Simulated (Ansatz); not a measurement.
## BClH4Si, SMILES B[SiH2]Cl: the interaction energy of a dimer with the counterpoise correction

Run with Ansatz 0.2.0 through its Python package.

The script, `run_dimer.py`:
```python
import ansatz as az

BASIS_SET = "cc-pVDZ"
XC = "hf"

FIRST = [
    ("B", (-1.0524, -0.0348, -0.4998)),
    ("Si", (0.5476, -0.1268, 0.4949)),
    ("Cl", (1.7095, 1.5559, 0.0964)),
    ("H", (-1.3816, -0.9335, -1.1136)),
    ("H", (-1.3671, 1.0499, -1.0055)),
    ("H", (0.2443, -0.1729, 1.931)),
    ("H", (1.2994, -1.338, 0.0963)),
]
SECOND = [
    ("B", (-1.902, -1.3132, 3.1261)),
    ("Si", (-3.1057, -0.226, 4.0889)),
    ("Cl", (-4.0899, -1.3786, 5.5183)),
    ("H", (-1.9094, -1.2849, 1.9895)),
    ("H", (-1.6152, -2.4241, 3.59)),
    ("H", (-2.3766, 0.8563, 4.7624)),
    ("H", (-4.1043, 0.3402, 3.1544)),
]

def energy(atoms, ghosts=()):
    molecule = az.Crystal.molecule()
    for symbol, xyz in atoms:
        molecule = molecule.atom(symbol, xyz)
    calc = (
        molecule.calculation()
        .basis(gaussian=BASIS_SET)
        .functional(XC)
    )
    deck = calc.input()
    if ghosts:
        deck = deck.set(az.key.basis.gaussian.ghost_atoms, [{"symbol": s, "position_ang": list(xyz)} for s, xyz in ghosts])
    return az.Session.from_dict(deck).plan().execute().report["free_energy_ev"]


def main() -> None:
    both = energy(FIRST + SECOND)
    alone = energy(FIRST) + energy(SECOND)
    ghosted = energy(FIRST, SECOND) + energy(SECOND, FIRST)
    print(f"dimer {both:.6f} eV")
    print(f"interaction, uncorrected   {96.485332 * (both - alone):8.3f} kJ/mol")
    print(f"interaction, counterpoise  {96.485332 * (both - ghosted):8.3f} kJ/mol")
    print(f"basis-set superposition    {96.485332 * (alone - ghosted):8.3f} kJ/mol")


if __name__ == "__main__":
    main()
```

`python run_dimer.py` gives:
```text
dimer -42201.510155 eV
interaction, uncorrected      6.379 kJ/mol
interaction, counterpoise     7.299 kJ/mol
basis-set superposition       0.920 kJ/mol
```

Uncorrected it is 6.379 kJ/mol, with the counterpoise correction 7.299 kJ/mol; the difference, 0.920 kJ/mol, is the superposition error. In this basis both values are repulsive.

Total energies depend on the basis set; only differences at equal settings carry meaning. The dimer is a generated trial pose of unrelaxed monomers, not a minimum, so the figure is no binding energy, and the basis set is small. Hartree-Fock leaves correlation out, so bond, atomisation and ionisation energies come out well too low. This level lacks the dispersion part of the attraction (electrostatics and induction are there), which can decide the sign where the interaction is weak. Run time: 8.6 s on 1 thread of Arm Neoverse V2, on a shared host, peak memory 0.37 GiB.
